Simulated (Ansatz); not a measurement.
This was printed by a script on Ansatz 0.2.0 through its Python package, for a test of the smearing width of PdAu₃, space group Pm-3m. What did the script look like? Level of theory (first run): PBEsol, PAW, the default cutoff (420 eV here), 5×5×5 k-points, cold smearing of 0.3 eV. The script varies width (eV): 0.3, 0.2, 0.1, 0.05.

```
Pd Au
1.0
     4.07108    0.00000    0.00000
     0.00000    4.07108    0.00000
     0.00000    0.00000    4.07108
Pd Au
1 3
Direct
  0.00000 0.00000 0.00000
  0.00000 0.50000 0.50000
  0.50000 0.00000 0.50000
  0.50000 0.50000 0.00000
```

Output of `python pdau3_smear.py`:
```text
DeckWarning: basis.ecutwfc = 420 eV, auto-derived from the records' recommended cutoffs: set by Pd (normal level)
0.3: +2.80 meV/atom  (within 5 meV)
0.2: -1.09 meV/atom  (within 5 meV)
0.1: -0.34 meV/atom  (within 5 meV)
```
(Warnings from the package without file and line.)

The script that was run (others could print the same):

`pdau3_smear.py`
```python
"""Smearing width test for PdAu3."""

import csv

import ansatz as az

lattice = az.Lattice.of(
    (4.071083, 0.0, 0.0),
    (0.0, 4.071083, 0.0),
    (0.0, 0.0, 4.071083),
)
sites = [
    ("Pd", (0.0, 0.0, 0.0)),
    ("Au", (0.0, 0.5, 0.5)),
    ("Au", (0.5, 0.0, 0.5)),
    ("Au", (0.5, 0.5, 0.0)),
]
pdau3 = az.Crystal(lattice=lattice)
for symbol, position in sites:
    pdau3 = pdau3.atom(symbol, position)

model = (
    pdau3.calculation()
    .functional("pbesol")
    .kpoints(5, 5, 5)
    .forces()
    .stress()
)

rows = []
for value in [0.3, 0.2, 0.1, 0.05]:
    rep = model.occupations("cold", width=value).run(threads=1).report
    rows.append((value, rep["free_energy_ev"] / len(rep["lattice"]["sites"]), rep["n_iterations"], sum(rep["stress_gpa"][i][i] for i in range(3)) / 3, max(abs(f) for row in rep["forces_ev_ang"] for f in row), rep["n_kpoints"]))

with open("smear.csv", "w", newline="") as handle:
    writer = csv.writer(handle)
    writer.writerow(["width (eV)", "F/atom (eV)", "iterations", "P (GPa)", "max component (eV/A)", "k-points"])
    writer.writerows([round(v, 5) if isinstance(v, float) else v for v in row] for row in rows)

# the last row is the reference
for row in rows[:-1]:
    shift = 1000 * (row[1] - rows[-1][1])
    print(f"{row[0]}: {shift:+.2f} meV/atom" + ("  (within 5 meV)" if abs(shift) < 5 else ""))
```

Going from 0.05 to 0.3 eV changes F by +2.8 meV an atom. This scheme is built to cancel the term in the square of the width, so the shifts stay small and are partly the mesh's error. The pressure moves from -5.68 to -5.85 GPa.

Caveats:
- No spin polarisation was allowed.
- For a metal this k-point mesh is coarse: on a finer one energies can move by several to tens of meV an atom and pressures by half a GPa or more, differences at one mesh by less.
- Forces vanish by symmetry here and test nothing.
- The narrowest width needs the finest mesh, so the last row is no converged reference.
- Pressure is positive in compression.
- Spin-orbit coupling, which matters for elements this heavy, is left out.
- At these settings the cell as given stands under about -6 GPa, so it isn't at this functional's equilibrium volume.
- This cell is a computed structure, which may not be the phase found in nature.
- The whole script took 6.3 s on 1 thread of Arm Neoverse V2, on a shared host, peak memory 0.38 GiB.
